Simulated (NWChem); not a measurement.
# H2 (hydrogen) at MP2/aug-cc-pVTZ

Aim: the vertical electron affinity of H2 (hydrogen) at MP2/aug-cc-pVTZ, from 2 runs. 

Program for the calculation: NWChem 7.3.0.

3 further runs of the same task are left out: 3 set aside as unsound or not needed.

## 1. The molecule

The species is H2 (2 atoms), meant as a singlet with charge 0. As SMILES, `[H][H]`. The shape is that of a PBE0-D4/def2-TZVP optimisation.

Bond lengths: H1–H2 0.746 Å.

## 2. Energy and gradient at MP2/aug-cc-pVTZ

h2.xyz

```xyz
2
H2
H      0.319300    -0.099200     0.165500
H     -0.319300     0.099200    -0.165500
```

h2.nw

```
start h2
title "H2"
memory 2200 mb

geometry noautosym nocenter noautoz
   load format xyz h2.xyz
end

basis spherical bse
   * library aug-cc-pVTZ
end

scf
   thresh 1e-08
   maxiter 80
end

mp2
   tight
end

task mp2 gradient
```

Started as:

```console
$ nwchem h2.nw > h2.out
```

Output (excerpt; [...] marks lines left out):

```text
[...]
  functions       =    46
[...]
  wavefunction    = RHF
[...]
         Total SCF energy =     -1.132960137472
      One-electron energy =     -2.498799315917
      Two-electron energy =      0.656624886056
 Nuclear repulsion energy =      0.709214292389
        Time for solution =      0.3s
[...]
          Total MP2 energy            -1.164971353491
[...]
                         mp2 ENERGY GRADIENTS
    atom               coordinates                        gradient
                 x          y          z           x          y          z
   1 H       0.603390  -0.187461   0.312750    0.005331  -0.001656   0.002763
   2 H      -0.603390   0.187461  -0.312750   -0.005331   0.001656  -0.002763
[...]
```

Run time: 1.6 s. Hardware: 1 thread of Intel Xeon Platinum 8488C (Sapphire Rapids), shared host; peak memory 0.1 GiB.

## 3. The doublet anion: the energy at UMP2/aug-cc-pVTZ

run.py

```python
from ase import Atoms
from ase.calculators.nwchem import NWChem

molecule = Atoms(['H', 'H'], positions=[
    [0.319300, -0.099200, 0.165500],
    [-0.319300, 0.099200, -0.165500],
])

calc = NWChem(
    label='geom',
    theory='mp2',
    memory='2200 mb',
    basis='aug-cc-pVTZ',
    basispar='spherical bse',
    charge=-1,
    scf={'nopen': '1', 'uhf': None, 'thresh': '1e-08', 'maxiter': '80', 'print': 'low'},
    mp2={'tight': None},
    task='energy',
)
molecule.calc = calc

print("Total energy (eV):", round(molecule.get_potential_energy(), 6))
```

Started as:

```console
$ export ASE_NWCHEM_COMMAND="nwchem PREFIX.nwi > PREFIX.nwo"
$ python run.py
```

Output:

```text
Total energy (eV): -30.327714
```

The calculator wrote geom.nwi:

```
title "geom"

permanent_dir geom

scratch_dir geom

start geom

geometry units angstrom nocenter noautosym noautoz
  H  3.1929999999999997e-01 -9.9199999999999997e-02 1.6550000000000001e-01
  H  -3.1929999999999997e-01 9.9199999999999997e-02 -1.6550000000000001e-01
end

charge -1

memory 2200 mb

basis spherical bse noprint
   * library aug-cc-pVTZ
end

scf
  nopen 1
  uhf
  thresh 1e-08
  maxiter 80
  print low
end
mp2
  tight
end

task mp2 energy
```

geom.nwo (excerpt; [...] marks lines left out):

```text
[...]
  functions       =    46
[...]
  wavefunction    = UHF
[...]
         Total SCF energy =     -1.080608151710
      One electron energy =     -2.761978189378
      Two electron energy =      0.972155745279
 Nuclear repulsion energy =      0.709214292389
                       Sz =      0.5000
                 Sz(Sz+1) =      0.7500
                      S^2 =      0.7503
[...]
          Total MP2 energy            -1.114522950483
[...]
```

Run time: 1.7 s. Hardware: 1 thread of Intel Xeon Platinum 8488C (Sapphire Rapids), shared host; peak memory 0.1 GiB.

## 4. Outcome

At MP2/aug-cc-pVTZ:

| quantity | value |
| --- | --- |
| singlet H2: total energy | -1.16497 Eh |
| singlet H2: dipole moment (of the density that the program reports) | 0.00 D |
| singlet H2: HOMO energy (Hartree–Fock orbitals) | -16.13 eV |
| singlet H2: LUMO energy (Hartree–Fock orbitals) | 1.43 eV |
| singlet H2: HOMO–LUMO gap (Hartree–Fock orbitals) | 17.56 eV |
| singlet H2: correlation energy | -32.0 mEh |
| singlet H2: largest force on an atom | 0.320 eV/Å |
| doublet anion: total energy | -1.11452 Eh |
| doublet anion: correlation energy | -33.9 mEh |
| doublet anion: ⟨S²⟩ of the reference determinant | 0.750 |
| vertical electron affinity (to the doublet anion) | -1.373 eV |

The anion lies 1.37 eV (32 kcal/mol) above the neutral: the electron isn't bound at this level, and such a value depends on the basis. The largest force (singlet H2) is 0.32 eV/Å: the shape isn't a stationary point for this species at this level.
